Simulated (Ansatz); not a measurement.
**GeNH₃ (singlet): from Hartree-Fock to the top rungs, cc-pVDZ**

The task here is to estimate one member of a computed series from the others.

Program: Ansatz 0.2.0, Gaussian basis. Level of theory: cc-pVDZ, core rule «outside noble gas», up to 15 orbitals frozen. These are calculated values, not measurements.

The runs, in order: UHF; CCSD(T) on RHF; CCSD(T) on UHF; BCCD(T) on RHF; CISD; CCSDT(Q) on RHF; CCSDT(Q) on UHF.

27 further runs of the same task are left out: 12 that didn't finish, 15 set aside as unsound or not needed.

## The geometry

The geometry is a PBE0/def2-TZVP stationary point (not a proven minimum) of the parent state, kept for this charge and spin. No spin-orbit coupling is included. The filled d shell of Ge may be among the frozen orbitals whatever the setting's name suggests; the logs give the count.

5 atoms, charge 0, spin multiplicity 1.

Atoms are counted from 1 here; the program's logs count them from 0.

Bond lengths: Ge1–N2 1.865 Å, Ge1–H3 1.554 Å, Ge1–H4 1.554 Å, N2–H5 1.023 Å. Angles: N2–Ge1–H3 104.9°, N2–Ge1–H4 104.9°, H3–Ge1–H4 108.3°, Ge1–N2–H5 114.1°.

Set-up of the first run:

in.yaml

```yaml
crystal:
  periodic: [false, false, false]
  atoms:
    - {symbol: Ge, position_ang: [-0.047913, 0.000000, 0.304305]}
    - {symbol: N, position_ang: [0.195038, 0.000001, -1.544631]}
    - {symbol: H, position_ang: [0.709871, -1.259522, 0.807100]}
    - {symbol: H, position_ang: [0.709872, 1.259520, 0.807101]}
    - {symbol: H, position_ang: [-0.677115, 0.000001, -2.080067]}
basis:
  gaussian: {orbitals: cc-pVDZ}
magnetization: {spin_polarized: true, initial_magnetization: 0}
hamiltonian: {xc: hf}
output: {orbitals: {seedname: orbitals}}
```

Command:

```
$ ansatz run in.yaml --threads 1 --pin off --events-out ev --progress --plain --max-ram 2393MiB
```

Steps of the session up to this table: UHF; CCSD(T) on RHF; CCSD(T) on UHF; BCCD(T) on RHF; CISD; CCSDT(Q) on RHF; CCSDT(Q) on UHF.

One of the session's tables, all rows but one given; the rest of the session is left out.

It belongs to the step «Misses and costs». 

| method | from RCCSDT(Q) (meV) |
| --- | --- |
| RHF | +8831.4 |
| UHF | +6928.8 |
| RMP2 | +1271.4 |
| UMP2 | +1030.3 |
| RCCSD | +467.6 |
| UCCSD | +73.6 |
| RCCSD(T) | +78.0 |
| UCCSD(T) | -101.4 |
| BCCD(T) | +84.4 |
| RCCSDT | ? |
| UCCSDT | -188.5 |
| RCCSDT(Q) | 0 |
| UCCSDT(Q) | -232.8 |

**Question.** Estimate the row for RCCSDT.

The run gave: from RCCSDT(Q) (meV): +51.8. In the column «from RCCSDT(Q) (meV)» it lies between RCCSDT(Q) (0) and UCCSD (+73.6).

Not comparable, so not listed: CISD (they don't share determinant, frozen orbitals or solution with the rows shown, or repeat one).

Caveats from the session: The determinant is far from a pure spin state, so its energy mixes those of several spin states (harmless only where they are near-degenerate, as at dissociation). The program flags UCCSD(T), UCCSDT(Q) as in doubt, so those rows may rest on another solution; read them beside their warnings. Warnings: restricted reference is unstable; spin contamination; large T1 diagnostic. Restricted and unrestricted rows rest on different reference determinants; where their highest levels disagree by more than a few hundredths of an eV, they describe different states and don't form one ladder.
